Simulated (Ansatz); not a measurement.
# C3H5ClSi: two geometries relaxed

Are the two ends of the shift of H7 from C1 to C2 separate minima, and which lies lower? Each is relaxed from a guess. SMILES of the start: C=C=C([SiH3])Cl.

Program: Ansatz 0.2.0. Level of theory: RKS PBE-D4/def2-SVP. These are calculated values, not measurements.

## 1. Starting point

Bond lengths: C1–C2 1.246 Å, C2–C3 1.289 Å, C3–Si4 1.865 Å, C3–Cl5 1.733 Å, C1–H6 1.113 Å, C1–H7 1.111 Å, Si4–H8 1.479 Å, Si4–H9 1.568 Å, Si4–H10 1.428 Å. Angles: C1–C2–C3 179.1°, C2–C1–H6 124.8°, C2–C1–H7 122.1°, H6–C1–H7 112.8°, C2–C3–Si4 119.0°, C2–C3–Cl5 115.9°, Si4–C3–Cl5 124.8°, C3–Si4–H8 110.1°, C3–Si4–H9 108.1°, C3–Si4–H10 115.0°, H8–Si4–H9 106.6°, H8–Si4–H10 109.9°, H9–Si4–H10 106.9°.

As a file:

```xyz
10

C    -0.6509    1.9599   -0.5010
C    -0.3565    0.7500   -0.5547
C    -0.0418   -0.4982   -0.6287
Si    0.6579   -1.3452    0.8786
Cl   -0.1567   -1.2157   -2.2023
H    -0.1953    2.7529   -1.1347
H    -1.4935    2.3355    0.1184
H     0.7476   -2.8025    0.6454
H    -0.3489   -1.1421    2.0633
H     1.9212   -0.8458    1.3186
```

## 2. End point A

Input file input.yaml:

```yaml
crystal:
  periodic: [false, false, false]
  atoms:
    - { symbol: C, position_ang: [-0.6509, 1.9599, -0.501] }
    - { symbol: C, position_ang: [-0.3565, 0.75, -0.5547] }
    - { symbol: C, position_ang: [-0.0418, -0.4982, -0.6287] }
    - { symbol: Si, position_ang: [0.6579, -1.3452, 0.8786] }
    - { symbol: Cl, position_ang: [-0.1567, -1.2157, -2.2023] }
    - { symbol: H, position_ang: [-0.1953, 2.7529, -1.1347] }
    - { symbol: H, position_ang: [-1.4935, 2.3355, 0.1184] }
    - { symbol: H, position_ang: [0.7476, -2.8025, 0.6454] }
    - { symbol: H, position_ang: [-0.3489, -1.1421, 2.0633] }
    - { symbol: H, position_ang: [1.9212, -0.8458, 1.3186] }
basis:
  gaussian: { orbitals: def2-SVP }
hamiltonian:
  xc: pbe
  dispersion: d4
relax:
  f_tol: 0.02
  max_steps: 50
output:
  orbitals: {}
```

Run with:

```sh
$ ansatz run input.yaml --threads 2 --pin off --max-ram 3072MiB --backend cpu --events-out ev --progress --plain --runs-dir out
```

Log, cut to the lines that bear on the results:

```text
Warning: RAYON_NUM_THREADS=2 ignored (pool sized by the plan → 2); use --threads N
[...]
Functional definition: PBE
[...]
1155 factors; their error is unknown
[...]
mean field -23567.77088384 eV, -866.0996051724 hartree, gradient 3.7e-5 eV, S^2 0.000000; 0 other end points of the search recorded, 0 dependent functions left out
[...]
reference -23567.77092051 eV, -866.0996065199 hartree; 27, 27 occupied and 76, 76 virtual orbitals, 1155 factors
relax step   1: F+E_penalty+E_count = -23568.01742062 eV  Δ(F+E_penalty+E_count) = +0.000e0 eV  max|allowed force component| = 5.571e0 eV/Å  Δτ_max = 0.0000 Å  (28 SCF iters, accepted)
[...]
relax step   3: F+E_penalty+E_count = -23568.65052088 eV  Δ(F+E_penalty+E_count) = -7.717e-2 eV  max|allowed force component| = 1.040e0 eV/Å  Δτ_max = 0.1966 Å  (29 SCF iters, accepted)
[...]
relax step   5: F+E_penalty+E_count = -23568.68195419 eV  Δ(F+E_penalty+E_count) = +2.828e-2 eV  max|allowed force component| = 6.193e-1 eV/Å  Δτ_max = 0.2000 Å  (36 SCF iters, rejected (line search))
[...]
relax step   7: F+E_penalty+E_count = -23568.73386210 eV  Δ(F+E_penalty+E_count) = +5.351e-3 eV  max|allowed force component| = 1.907e-1 eV/Å  Δτ_max = 0.1000 Å  (30 SCF iters, rejected (line search))
[...]
relax step   9: F+E_penalty+E_count = -23568.74833047 eV  Δ(F+E_penalty+E_count) = -3.439e-3 eV  max|allowed force component| = 4.417e-2 eV/Å  Δτ_max = 0.0488 Å  (30 SCF iters, accepted)
[...]
relax step  10: F+E_penalty+E_count = -23568.75280517 eV  Δ(F+E_penalty+E_count) = -4.475e-3 eV  max|allowed force component| = 1.176e-1 eV/Å  Δτ_max = 0.0719 Å  (30 SCF iters, accepted)
[...]
relax step  11: F+E_penalty+E_count = -23568.75842204 eV  Δ(F+E_penalty+E_count) = -5.617e-3 eV  max|allowed force component| = 2.239e-1 eV/Å  Δτ_max = 0.1097 Å  (30 SCF iters, accepted)
[...]
1155 factors; their error is unknown
[...]
mean field -23568.51846294 eV, -866.1270781973 hartree, gradient 1.3e-5 eV, S^2 0.000000; 0 other end points of the search recorded, 0 dependent functions left out
[...]
reference -23568.51850024 eV, -866.1270795683 hartree; 27, 27 occupied and 76, 76 virtual orbitals, 1155 factors
```

## 3. More of the same log: end point A relaxed

The log, continued, cut to the lines that bear on the results:

```text
relax step  12: F+E_penalty+E_count = -23568.75945699 eV  Δ(F+E_penalty+E_count) = -1.035e-3 eV  max|allowed force component| = 3.847e-1 eV/Å  Δτ_max = 0.1103 Å  (29 SCF iters, accepted)
[...]
relax step  14: F+E_penalty+E_count = -23568.80660625 eV  Δ(F+E_penalty+E_count) = -2.096e-2 eV  max|allowed force component| = 1.590e-1 eV/Å  Δτ_max = 0.1716 Å  (28 SCF iters, accepted)
[...]
relax step  16: F+E_penalty+E_count = -23568.77552710 eV  Δ(F+E_penalty+E_count) = +3.488e-2 eV  max|allowed force component| = 1.211e0 eV/Å  Δτ_max = 0.0919 Å  (29 SCF iters, rejected (line search))
[...]
relax step  18: F+E_penalty+E_count = -23568.81670268 eV  Δ(F+E_penalty+E_count) = -1.195e-4 eV  max|allowed force component| = 3.290e-2 eV/Å  Δτ_max = 0.0203 Å  (30 SCF iters, accepted)
[...]
Atom 0 at    -0.917247     2.009318    -0.488810 Å, force    -0.008394    -0.003775    -0.016435 eV/Å
Atom 1 at    -0.386056     0.808081    -0.587065 Å, force    -0.000171     0.010119     0.005532 eV/Å
Atom 2 at     0.152664    -0.394922    -0.625401 Å, force     0.009168    -0.000843     0.013951 eV/Å
Atom 3 at     0.666670    -1.384650     0.898195 Å, force     0.002801    -0.008075     0.006534 eV/Å
Atom 4 at     0.456918    -1.212791    -2.168731 Å, force    -0.005932    -0.004368    -0.006173 eV/Å
Atom 5 at    -0.289004     2.917534    -0.493109 Å, force    -0.001356    -0.000456     0.010872 eV/Å
Atom 6 at    -2.009731     2.151133    -0.409907 Å, force     0.006281    -0.000030    -0.002114 eV/Å
Atom 7 at    -0.082496    -2.688036     0.918146 Å, force     0.005456     0.008742    -0.001640 eV/Å
Atom 8 at     0.350468    -0.585362     2.130621 Å, force     0.001793    -0.002205    -0.009760 eV/Å
Atom 9 at     2.140913    -1.671505     0.828961 Å, force    -0.009645     0.000890    -0.000768 eV/Å
Dipole moment:    -0.100019     0.242861     0.189393 e Å
```

Wall time 23 s (2 threads of Intel Xeon Platinum 8488C (Sapphire Rapids), shared host); peak memory 0.16 GiB.

The steps of the relaxation:

```tsv
step	energy from step 1 (eV)	largest force component (eV/Å)
1	0.0000	5.5714
2	-0.5559	1.7847
3	-0.6331	1.0397
4	-0.6928	0.6871
5x	-0.6645	0.6193
6	-0.7218	0.1688
7x	-0.7164	0.1907
8	-0.7275	0.0594
9	-0.7309	0.0442
10	-0.7354	0.1176
11	-0.7410	0.2239
12	-0.7420	0.3847
13	-0.7682	0.2576
14	-0.7892	0.1590
15	-0.7930	0.2392
16x	-0.7581	1.2110
17	-0.7992	0.0115
18	-0.7993	0.0329
19x	-0.7991	0.0579
20	-0.7994	0.0164
```

Step 1 is the start. 4 steps were tried and not accepted (marked x).

After: Bond lengths: C1–C2 1.317 Å, C2–C3 1.319 Å, C3–Si4 1.888 Å, C3–Cl5 1.773 Å, C1–H6 1.104 Å, C1–H7 1.104 Å, Si4–H8 1.503 Å, Si4–H9 1.503 Å, Si4–H10 1.503 Å. Angles: C1–C2–C3 177.4°, C2–C1–H6 121.4°, C2–C1–H7 121.4°, H6–C1–H7 117.2°, C2–C3–Si4 124.5°, C2–C3–Cl5 121.1°, Si4–C3–Cl5 114.4°, C3–Si4–H8 109.2°, C3–Si4–H9 109.0°, C3–Si4–H10 109.3°, H8–Si4–H9 110.2°, H8–Si4–H10 108.9°, H9–Si4–H10 110.2°.

## 4. End point B

The second end starts from a geometry with the move made by hand.

Changes to input.yaml since step 2:

```diff
@@ -9,3 +9,3 @@
     - { symbol: H, position_ang: [-0.1953, 2.7529, -1.1347] }
-    - { symbol: H, position_ang: [-1.4935, 2.3355, 0.1184] }
+    - { symbol: H, position_ang: [-0.98985, 0.93695, 0.31249] }
     - { symbol: H, position_ang: [0.7476, -2.8025, 0.6454] }
```

Run with:

```sh
$ ansatz run input.yaml --threads 2 --pin off --max-ram 3072MiB --backend cpu --events-out ev --progress --plain --runs-dir out
```

Log, cut to the lines that bear on the results:

```text
Warning: RAYON_NUM_THREADS=2 ignored (pool sized by the plan → 2); use --threads N
[...]
[... 1 set-up line as earlier in the session ...]
[...]
1155 factors; their error is unknown
[...]
mean field -23564.22608888 eV, -865.9693363602 hartree, gradient 2.8e-5 eV, S^2 0.000000; 0 other end points of the search recorded, 0 dependent functions left out
[...]
reference -23564.22612349 eV, -865.9693376320 hartree; 27, 27 occupied and 76, 76 virtual orbitals, 1155 factors
relax step   1: F+E_penalty+E_count = -23564.47807599 eV  Δ(F+E_penalty+E_count) = +0.000e0 eV  max|allowed force component| = 4.054e0 eV/Å  Δτ_max = 0.0000 Å  (30 SCF iters, accepted)
[...]
relax step   4: F+E_penalty+E_count = -23566.36722004 eV  Δ(F+E_penalty+E_count) = -4.414e-1 eV  max|allowed force component| = 2.440e0 eV/Å  Δτ_max = 0.1947 Å  (31 SCF iters, accepted)
[...]
relax step   7: F+E_penalty+E_count = -23568.28529099 eV  Δ(F+E_penalty+E_count) = -4.570e-1 eV  max|allowed force component| = 2.096e0 eV/Å  Δτ_max = 0.1983 Å  (30 SCF iters, accepted)
[...]
relax step  10: F+E_penalty+E_count = -23568.71481538 eV  Δ(F+E_penalty+E_count) = -2.520e-2 eV  max|allowed force component| = 2.410e-1 eV/Å  Δτ_max = 0.2000 Å  (27 SCF iters, accepted)
[...]
relax step  11: F+E_penalty+E_count = -23568.72738336 eV  Δ(F+E_penalty+E_count) = -1.257e-2 eV  max|allowed force component| = 3.885e-1 eV/Å  Δτ_max = 0.0991 Å  (30 SCF iters, accepted)
[...]
relax step  12: F+E_penalty+E_count = -23568.74668402 eV  Δ(F+E_penalty+E_count) = -1.930e-2 eV  max|allowed force component| = 2.364e-1 eV/Å  Δτ_max = 0.0843 Å  (29 SCF iters, accepted)
[...]
1155 factors; their error is unknown
mean field -23568.52104102 eV, -866.1271729401 hartree, gradient 1.6e-5 eV, S^2 0.000000; 0 other end points of the search recorded, 0 dependent functions left out
[...]
reference -23568.52107807 eV, -866.1271743016 hartree; 27, 27 occupied and 76, 76 virtual orbitals, 1155 factors
```

## 5. More of the same log: end point B relaxed

Output, continued, cut to the lines that bear on the results:

```text
relax step  13: F+E_penalty+E_count = -23568.76199863 eV  Δ(F+E_penalty+E_count) = -1.531e-2 eV  max|allowed force component| = 1.120e-1 eV/Å  Δτ_max = 0.1767 Å  (28 SCF iters, accepted)
[...]
relax step  19: F+E_penalty+E_count = -23568.81669697 eV  Δ(F+E_penalty+E_count) = -4.983e-3 eV  max|allowed force component| = 2.009e-2 eV/Å  Δτ_max = 0.0330 Å  (30 SCF iters, accepted)
[...]
relax step  20: F+E_penalty+E_count = -23568.81689314 eV  Δ(F+E_penalty+E_count) = -1.962e-4 eV  max|allowed force component| = 4.789e-3 eV/Å  Δτ_max = 0.0143 Å  (31 SCF iters, accepted)
1155 factors; their error is unknown
[...]
mean field -23568.57589410 eV, -866.1291887538 hartree, gradient 1.6e-5 eV, S^2 0.000000; 1 other end points of the search recorded, 0 dependent functions left out
[...]
reference -23568.57593177 eV, -866.1291901380 hartree; 27, 27 occupied and 76, 76 virtual orbitals, 1155 factors
[...]
Atom 0 at    -0.933113     1.846073    -0.443873 Å, force     0.000795    -0.001689    -0.001175 eV/Å
Atom 1 at    -0.361953     0.664461    -0.554624 Å, force    -0.001131     0.002961     0.002875 eV/Å
Atom 2 at     0.214684    -0.520268    -0.607745 Å, force     0.003909    -0.000880    -0.004476 eV/Å
Atom 3 at     0.761860    -1.516543     0.899407 Å, force     0.000792     0.001669    -0.003279 eV/Å
Atom 4 at     0.547260    -1.306186    -2.162808 Å, force    -0.002638     0.002564     0.000087 eV/Å
Atom 5 at    -0.335280     2.774442    -0.427927 Å, force    -0.000711    -0.000228     0.000100 eV/Å
Atom 6 at    -2.029821     1.950602    -0.368760 Å, force    -0.001789    -0.000136    -0.000640 eV/Å
Atom 7 at     0.065156    -2.848076     0.891363 Å, force     0.000615     0.000185     0.002621 eV/Å
Atom 8 at     0.411954    -0.752443     2.144234 Å, force    -0.000703     0.000343     0.000969 eV/Å
Atom 9 at     2.246003    -1.741812     0.827721 Å, force     0.000862    -0.004789     0.002919 eV/Å
Dipole moment:    -0.108265     0.236281     0.194372 e Å
```

Wall time 27 s (2 threads of Intel Xeon Platinum 8488C (Sapphire Rapids), shared host); peak memory 0.16 GiB.

Relaxation path:

```tsv
step	energy from step 1 (eV)	largest force component (eV/Å)
1	0.0000	4.0538
2	-0.9805	1.7073
3	-1.4477	1.8620
4	-1.8891	2.4397
5	-2.6061	2.6538
6	-3.3502	1.7112
7	-3.8072	2.0963
8	-4.1163	0.3749
9	-4.2115	0.3662
10	-4.2367	0.2410
11	-4.2493	0.3885
12	-4.2686	0.2364
13	-4.2839	0.1120
14	-4.2894	0.4851
15	-4.2988	0.3660
16	-4.3255	0.1197
17	-4.3296	0.1919
18	-4.3336	0.2312
19	-4.3386	0.0201
20	-4.3388	0.0048
```

Step 1 is the start.

After: Bond lengths: C1–C2 1.317 Å, C2–C3 1.319 Å, C3–Si4 1.888 Å, C3–Cl5 1.774 Å, C1–H6 1.104 Å, C1–H7 1.104 Å, Si4–H8 1.503 Å, Si4–H9 1.502 Å, Si4–H10 1.503 Å. Angles: C1–C2–C3 177.5°, C2–C1–H6 121.4°, C2–C1–H7 121.4°, H6–C1–H7 117.2°, C2–C3–Si4 124.7°, C2–C3–Cl5 121.0°, Si4–C3–Cl5 114.3°, C3–Si4–H8 109.2°, C3–Si4–H9 109.0°, C3–Si4–H10 109.1°, H8–Si4–H9 110.3°, H8–Si4–H10 109.0°, H9–Si4–H10 110.2°.

Pairs that crossed the distance rule for bonds on the way: came closer C1–H7; moved apart C2–H7.

## 6. Results

| quantity | value |
| --- | --- |
| end A | 15 moves, 0.799 eV lower |
| end B | 19 moves, 4.339 eV lower |
| largest difference between the ends | 0.01 Å |
| end B relative to end A | -0.000 eV |

Both starts fell into the same minimum (no atom differs by more than 0.01 Å), so from this start no second minimum was found and no band was run; another arrangement could still be one.
